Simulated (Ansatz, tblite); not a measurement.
# Ge(SMe)H3 (CH₆GeS): charged states by level of theory

One table from this session's results is given with a row withheld; the runs are named, their logs left out.

The runs use Ansatz 0.2.0, Gaussian basis; as each input shows.

Plan: charge +1 doublet, at the geometry of the singlet (PBE0-D4/def2-TZVP, PBE-D4/def2-TZVP, r2SCAN-D4/def2-TZVP, r2SCANh-D4/def2-TZVP, ωB97M-V/def2-TZVP, BHLYP-D4/def2-TZVP, LC-ωPBE/def2-TZVP, r2SCAN0-D4/def2-TZVP); charge +1 doublet, relaxed (PBE0-D4/def2-TZVP, PBE-D4/def2-TZVP); the starting singlet's energies come from earlier runs.

## The geometry

The geometry is that of the singlet, from an earlier relaxation (PBE-D4/def2-SVP).

9 atoms, charge 0, spin multiplicity 1.

Atoms are counted from 1 here; the program's logs count them from 0.

Bond lengths: Ge1–S2 2.238 Å, Ge1–H7 1.555 Å, Ge1–H8 1.547 Å, Ge1–H9 1.555 Å, S2–C3 1.836 Å, C3–H4 1.108 Å, C3–H5 1.107 Å, C3–H6 1.108 Å. Angles: S2–Ge1–H7 110.6°, S2–Ge1–H8 105.9°, S2–Ge1–H9 110.3°, H7–Ge1–H8 110.6°, H7–Ge1–H9 108.8°, H8–Ge1–H9 110.7°, Ge1–S2–C3 99.4°, S2–C3–H4 111.7°, S2–C3–H5 106.3°, S2–C3–H6 111.8°, H4–C3–H5 108.6°, H4–C3–H6 109.7°, H5–C3–H6 108.6°.

Set-up of the first run:

in.yaml

```yaml
crystal:
  periodic: [false, false, false]
  atoms:
    - {symbol: Ge, position_ang: [-0.381158, 0.848200, -1.233615]}
    - {symbol: S, position_ang: [-0.461943, 0.795446, 1.001882]}
    - {symbol: C, position_ang: [0.363659, -0.817977, 1.294103]}
    - {symbol: H, position_ang: [-0.201073, -1.655571, 0.838622]}
    - {symbol: H, position_ang: [0.385936, -0.962122, 2.391316]}
    - {symbol: H, position_ang: [1.405300, -0.821229, 0.916102]}
    - {symbol: H, position_ang: [1.093382, 0.837614, -1.727765]}
    - {symbol: H, position_ang: [-1.086100, 2.160700, -1.651674]}
    - {symbol: H, position_ang: [-1.118002, -0.385062, -1.828981]}
basis:
  gaussian: {orbitals: def2-SVP}
total_charge: 1
magnetization: {spin_polarized: true, initial_magnetization: 1}
hamiltonian: {xc: pbe0, dispersion: d4}
output: {orbitals: {seedname: orbitals}}
```

On the command line:

```sh
$ ansatz run in.yaml --threads 2 --pin off --events-out ev --progress --plain --max-ram 4352MiB
```

Among the steps run: Charge +1 doublet at the fixed geometry, first pass, PBE0-D4/def2-SVP; Charge +1 doublet at the fixed geometry, PBE0-D4/def2-TZVP; Charge +1 doublet at the fixed geometry, PBE-D4/def2-TZVP; Charge +1 doublet at the fixed geometry, r2SCAN-D4/def2-TZVP; Charge +1 doublet at the fixed geometry, r2SCANh-D4/def2-TZVP; Charge +1 doublet at the fixed geometry, ωB97M-V/def2-TZVP; Charge +1 doublet at the fixed geometry, BHLYP-D4/def2-TZVP; Charge +1 doublet at the fixed geometry, LC-ωPBE/def2-TZVP; Charge +1 doublet at the fixed geometry, r2SCAN0-D4/def2-TZVP.

One of the session's tables, all rows but one given; the rest of the session is left out.

It belongs to the step «Vertical ionisation energy». Beside −ε(HOMO) of the starting state:

```
               level  −ε(HOMO) (eV)  by difference (eV)  mismatch (eV)
    PBE-D4/def2-TZVP           5.57                8.80          -3.23
 r2SCAN-D4/def2-TZVP              ?                   ?              ?
r2SCANh-D4/def2-TZVP           6.27                8.86          -2.59
   PBE0-D4/def2-TZVP           6.78                8.90          -2.12
r2SCAN0-D4/def2-TZVP           6.94                8.89          -1.94
  BHLYP-D4/def2-TZVP           7.86                8.86          -1.00
   LC-ωPBE/def2-TZVP           9.48                9.01          +0.47
   ωB97M-V/def2-TZVP           8.97                9.00          -0.02
```

Q: Estimate the row for r2SCAN-D4/def2-TZVP from the others.

Worked estimate for «−ε(HOMO) (eV)». Against the share of exact exchange, r2SCANh-D4/def2-TZVP (0.1, 6.27), r2SCAN0-D4/def2-TZVP (0.25, 6.94) give a slope of 4.47 per unit share; at 0 the line stands at 5.82.

The run gave: −ε(HOMO) (eV): 5.82; by difference (eV): 8.83; mismatch (eV): -3.01. In «−ε(HOMO) (eV)» the line misses by 0.00.
